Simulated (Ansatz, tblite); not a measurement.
# The cluster Sr8O8: one state, many levels

The task here is to estimate one member of a computed series from the others.

Computed with Ansatz 0.2.0, Gaussian basis. Level: as each input shows.

Plan: GFN1-xTB, GFN2-xTB, PBE-D4/def2-SVP, r2SCAN-D4/def2-SVP, MP2/def2-SVP.

9 further runs of the same task are left out: 5 that didn't finish, 4 set aside as unsound or not needed.

## The geometry

The geometry is that of the singlet, from an earlier relaxation (PBE-D4/def2-SVP).

16 atoms, charge 0, spin multiplicity 1.

Bond lengths: Sr1–O2 2.194 Å, Sr1–O5 2.195 Å, O2–Sr3 2.421 Å, O2–Sr6 2.445 Å, Sr3–O4 2.234 Å, Sr3–O7 2.366 Å, O4–Sr8 2.234 Å, O5–Sr6 2.441 Å, O5–Sr9 2.430 Å, Sr6–O7 2.389 Å, Sr6–O10 2.390 Å, O7–Sr8 2.368 Å, O7–Sr11 2.390 Å, Sr8–O12 2.426 Å, Sr9–O10 2.365 Å, Sr9–O13 2.238 Å, O10–Sr11 2.391 Å, O10–Sr14 2.371 Å and more. Angles: O2–Sr1–O5 90.6°, Sr1–O2–Sr3 145.7°, Sr1–O2–Sr6 94.7°, Sr3–O2–Sr6 94.9°, O2–Sr3–O4 140.5°, O2–Sr3–O7 83.9°, O4–Sr3–O7 82.5°, Sr3–O4–Sr8 101.3°, Sr1–O5–Sr6 94.7°, Sr1–O5–Sr9 149.5°, Sr6–O5–Sr9 94.8°, O2–Sr6–O5 79.4°, O2–Sr6–O7 82.9°, O2–Sr6–O10 138.2°, O5–Sr6–O7 133.1°, O5–Sr6–O10 83.1°, O7–Sr6–O10 82.0°, Sr3–O7–Sr6 97.9° and more.

Coordinates:

```xyz
16
charge 0, multiplicity 1
Sr    0.20890   -3.32271   -3.28104
O    -0.26299   -3.39172   -1.13937
Sr    0.63744   -3.41910    1.10789
O    -0.02881   -3.27056    3.23455
O    -0.21465   -1.16897   -3.32835
Sr   -1.02957   -1.07290   -1.02972
O     0.06524   -1.12331    1.09265
Sr   -0.60982   -1.11770    3.36211
Sr    0.59291    1.12290   -3.35495
O    -0.08371    1.12168   -1.08894
Sr    1.02076    1.06609    1.03049
O     0.20508    1.16733    3.32633
O     0.03731    3.28599   -3.21317
Sr   -0.64511    3.42501   -1.09386
O     0.26906    3.38872    1.14376
Sr   -0.20914    3.32334    3.28303
```

Sr takes a core potential in the def2 sets. No spin-orbit coupling is included.

PBE0-D4/def2-SVP was run before; its log isn't repeated, and its numbers join the tables.

The first run:

Tight binding, by tblite at 300 K electronic temperature and without a spin-polarisation term:

```python
tblite.interface.Calculator('GFN1-xTB', numbers, positions, charge=0, uhf=0).singlepoint()
```

Tight binding, by tblite at 300 K electronic temperature and without a spin-polarisation term:

```python
tblite.interface.Calculator('GFN2-xTB', numbers, positions, charge=0, uhf=0).singlepoint()
```

start.molden holds the orbitals of an earlier run on this state, given as this run's starting guess.

Input file in.yaml:

```yaml
crystal:
  periodic: [false, false, false]
  atoms:
    - {symbol: Sr, position_ang: [0.208896, -3.322708, -3.281039]}
    - {symbol: O, position_ang: [-0.262993, -3.391715, -1.139373]}
    - {symbol: Sr, position_ang: [0.637436, -3.419100, 1.107892]}
    - {symbol: O, position_ang: [-0.028807, -3.270559, 3.234546]}
    - {symbol: O, position_ang: [-0.214650, -1.168970, -3.328349]}
    - {symbol: Sr, position_ang: [-1.029572, -1.072904, -1.029718]}
    - {symbol: O, position_ang: [0.065242, -1.123314, 1.092649]}
    - {symbol: Sr, position_ang: [-0.609819, -1.117696, 3.362110]}
    - {symbol: Sr, position_ang: [0.592911, 1.122901, -3.354954]}
    - {symbol: O, position_ang: [-0.083708, 1.121681, -1.088938]}
    - {symbol: Sr, position_ang: [1.020760, 1.066092, 1.030488]}
    - {symbol: O, position_ang: [0.205085, 1.167332, 3.326330]}
    - {symbol: O, position_ang: [0.037309, 3.285992, -3.213166]}
    - {symbol: Sr, position_ang: [-0.645115, 3.425012, -1.093862]}
    - {symbol: O, position_ang: [0.269065, 3.388717, 1.143756]}
    - {symbol: Sr, position_ang: [-0.209140, 3.323338, 3.283029]}
basis:
  gaussian: {orbitals: def2-SVP, initial_orbitals: start.molden}
hamiltonian: {xc: pbe, dispersion: d4}
scf: {omitted_lower_state_checks: [starts]}
output: {orbitals: {seedname: orbitals}}
```

On the command line:

```
$ ansatz run in.yaml --threads 4 --pin off --events-out ev --progress --plain --max-ram 6963MiB
```

Steps of the session up to this table: PBE-D4/def2-SVP; r2SCAN-D4/def2-SVP; MP2/def2-SVP.

One table of the session follows, with a row left open; its other results are not shown here.

It belongs to the step «Binding energy». 

| level | binding an atom (eV) |
| --- | --- |
| HF/def2-SVP | 2.343 |
| PBE-D4/def2-SVP | 4.288 |
| r2SCAN-D4/def2-SVP | 4.248 |
| PBE0-D4/def2-SVP | 4.001 |
| MP2/def2-SVP | ? |

**Question.** Estimate the row for MP2/def2-SVP.

The run gave: binding an atom (eV): 3.965. In the column «binding an atom (eV)» it lies between HF/def2-SVP (2.343) and PBE0-D4/def2-SVP (4.001).

Caveats from the session: Free atoms were run apart at each level; binding is atoms less cluster, divided by the number of atoms, without zero-point or spin-orbit terms.
